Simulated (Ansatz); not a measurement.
Task: a relaxation of the ions of Ir₃Rh, space group Pm-3m, with the Python package of Ansatz (0.2.0). Give the script and its output. Settings: r2SCAN, PAW, cutoff 612 eV, 4×4×4 k-points, Fermi-Dirac smearing of 0.15 eV.

```
Ir Rh
1.0
     3.84034    0.00000    0.00000
     0.00000    3.84034    0.00000
     0.00000    0.00000    3.84034
Ir Rh
3 1
Direct
  0.50000 0.00000 0.50000
  0.00000 0.50000 0.50000
  0.50000 0.50000 0.00000
  0.00000 0.00000 0.00000
```

`relax_ir3rh.py`:
```python
"""Geometry optimisation of Ir3Rh from a disturbed start."""

import json

import ansatz as az
from ase import Atoms
from ase.data import atomic_numbers
from ase.io import write
import numpy as np
from pymatgen.core import Structure
from scipy.ndimage import map_coordinates
import spglib


def main() -> None:
    ir3rh = (
        az.Lattice.of((3.84034, 0.0, 0.0), (0.0, 3.84034, 0.0), (0.0, 0.0, 3.84034))
        .atom("Ir", (0.5, 0.0, 0.5))
        .atom("Ir", (0.0, 0.5, 0.5))
        .atom("Ir", (0.5, 0.5, 0.0))
        .atom("Rh", (0.0, 0.0, 0.0))
    )

    base = (
        ir3rh.calculation()
        .functional(az.Functional.R2SCAN)
        .basis(45 * az.Ry)
        .kpoints(mesh=(4, 4, 4), center="gamma")  # sampling of the Brillouin zone
        .occupations("fermi_dirac", width=0.15)
        .relax(force_tolerance=0.02, random_displacement=True, displacement_amplitude=0.1, displacement_seed=177)  # relax until the tolerances are met
        .density()  # keep the density on its grid
        .band_table()
    )
    done = base.run(threads=1, backend="cpu", events_out="stream.ndjson")
    with open("stream.ndjson") as stream:
        events = [json.loads(line) for line in stream]
    steps = [e["data"] for e in events if e["event"] == "relax_step"]
    report = done.report
    print("step   energy (eV)     max comp. (eV/A)  SCF")
    for s in steps:
        print(f"{s['step']:4d} {s['lagrangian_ev']:15.5f} {s['allowed_force_max_ev_ang']:12.4f} {s['n_scf']:5d}")

    first, last = steps[0], steps[-1]
    symbols = [site.symbol for site in done.lattice.sites]
    print(f"energy gained {first['lagrangian_ev'] - last['lagrangian_ev']:.4f} eV in {len(steps) - 1} steps")

    relaxed = Atoms(symbols, positions=[site.position_ang for site in done.lattice.sites], cell=done.lattice.cell_ang, pbc=True)
    write("relaxed.vasp", relaxed, format="vasp")

    moved = np.linalg.norm(np.array(last["positions_ang"]) - np.array(first["positions_ang"]), axis=1)
    print("displacement by atom (A):", " ".join(f"{s}:{d:.3f}" for s, d in zip(symbols, moved)))

    fractions = [site.position_frac for site in done.lattice.sites]
    numbers = [atomic_numbers[s] for s in symbols]
    for tolerance in (1e-3, 1e-2, 1e-1):
        print(f"space group at {tolerance} A:", spglib.get_spacegroup((done.lattice.cell_ang, fractions, numbers), symprec=tolerance))

    print("%-22s %14.5f eV" % ("F = E - TS", report["free_energy_ev"]))
    print("%-22s %14.5f eV" % ("E", report["internal_energy_ev"]))
    print("%-22s %14.5f eV" % ("Harris-Foulkes", report["harris_foulkes_ev"]))
    print("%-22s %14.5f eV" % ("Fermi level", report["fermi_energy_ev"]))

    final = Structure(done.lattice.cell_ang, [s.symbol for s in done.lattice.sites], [s.position_frac for s in done.lattice.sites])
    # the grid holds the pseudo-density, which differs from the true one inside the cores
    rho = done.density()
    total = sum(channel.density_e_per_ang3 for channel in rho.channels[:2])
    grid_cell = np.asarray(rho.fft_grid_basis) @ done.lattice.cell_ang
    partner = min(final.get_neighbors(final[0], 5.0), key=lambda n: n.nn_distance)
    line = np.linspace(final[0].coords, partner.coords, 9)
    points = (line @ np.linalg.inv(grid_cell)) * rho.dims
    values = map_coordinates(total, points.T, order=3, mode="grid-wrap")
    print(f"from {final[0].specie} to {partner.specie}, {partner.nn_distance:.3f} A")
    for t, value in zip(np.linspace(0, partner.nn_distance, 9), values):
        print(f"{t:7.3f} A  {value:9.4f} e/A^3")

    gap = None if "band_edges_ev" not in report else report["band_edges_ev"][1] - report["band_edges_ev"][0]
    print("gap on the k mesh:", "withheld (metal, or smearing too wide to tell)" if gap is None else f"{gap:.3f} eV")
    print("lowest empty less highest filled band, by band count:", round(report["gap_by_band_count_ev"], 3), "eV")


if __name__ == "__main__":
    main()
```

```console
$ python relax_ir3rh.py
step   energy (eV)     max comp. (eV/A)  SCF
   1    -42261.12460       1.5695     6
   2    -42261.36380       0.1347     8
   3    -42261.36569       0.0028     6
   4    -42261.36569       0.0026     4
energy gained 0.2411 eV in 3 steps
displacement by atom (A): Ir:0.079 Ir:0.100 Ir:0.091 Rh:0.116
space group at 0.001 A: Pm-3m (221)
space group at 0.01 A: Pm-3m (221)
space group at 0.1 A: Pm-3m (221)
F = E - TS               -42261.36569 eV
E                        -42260.94042 eV
Harris-Foulkes           -42261.36569 eV
Fermi level                  24.53306 eV
from Ir to Ir, 2.715 A
  0.000 A     8.8206 e/A^3
  0.339 A     8.3915 e/A^3
  0.679 A     3.5388 e/A^3
  1.018 A     0.7681 e/A^3
  1.358 A     0.4464 e/A^3
  1.697 A     0.7684 e/A^3
  2.036 A     3.5390 e/A^3
  2.376 A     8.3924 e/A^3
  2.715 A     8.8206 e/A^3
gap on the k mesh: withheld (metal, or smearing too wide to tell)
lowest empty less highest filled band, by band count: -2.317 eV
```

File `relaxed.vasp` afterwards:
```text
Ir Rh
 1.0000000000000000
     3.8403399999999999    0.0000000000000000    0.0000000000000000
     0.0000000000000000    3.8403399999999999    0.0000000000000000
     0.0000000000000000    0.0000000000000000    3.8403399999999999
 Ir  Rh
   3   1
Cartesian
  1.9105508389350170 -0.0135128604368145  1.9348424900108450
 -0.0097576127406964  1.9069370742520360  1.9348887449757657
  1.9103877024936586  1.9070177044384640  0.0145883167452785
 -0.0097097695081789 -0.0134867701884571  0.0145308462286511
```

What to keep in mind:
- Absolute energies stand on the zero of these potentials, so only differences at equal settings mean something. A total without «per atom» is that of the cell as typed.
- The mesh is modest for a metal, so energies can be off by several to tens of meV an atom and pressures by half a GPa or more; differences at equal mesh fare better.
- An absolute Fermi energy rests on an arbitrary zero of the periodic potential and has no direct meaning.
- Energies along a relaxation are free energies. A last row that repeats the one before re-solves the same geometry more tightly.
- The first row is the displaced cell, and groups found at tight tolerances show what the force threshold leaves of the kick.
- A Fermi-Dirac width this large means warm electrons, whose thermal share enters the free energy.
- A gap by band count of zero or less means overlapping bands, a metal.
- Densities and potentials on the grid are those of the valence electrons, and inside the cores they hang on the potentials used.
- This cell is a computed structure, which may not be the phase found in nature.
- Levels are Kohn-Sham eigenvalues on this mesh, without spin-orbit coupling.
- Hardware and time: 82 s on 1 thread of Arm Neoverse V2 (shared host), peak memory 0.64 GiB.

(A comment or docstring line of the script was reworded after the run, the code is as it ran; lines on the test bed's own set-up are left out of the output.)
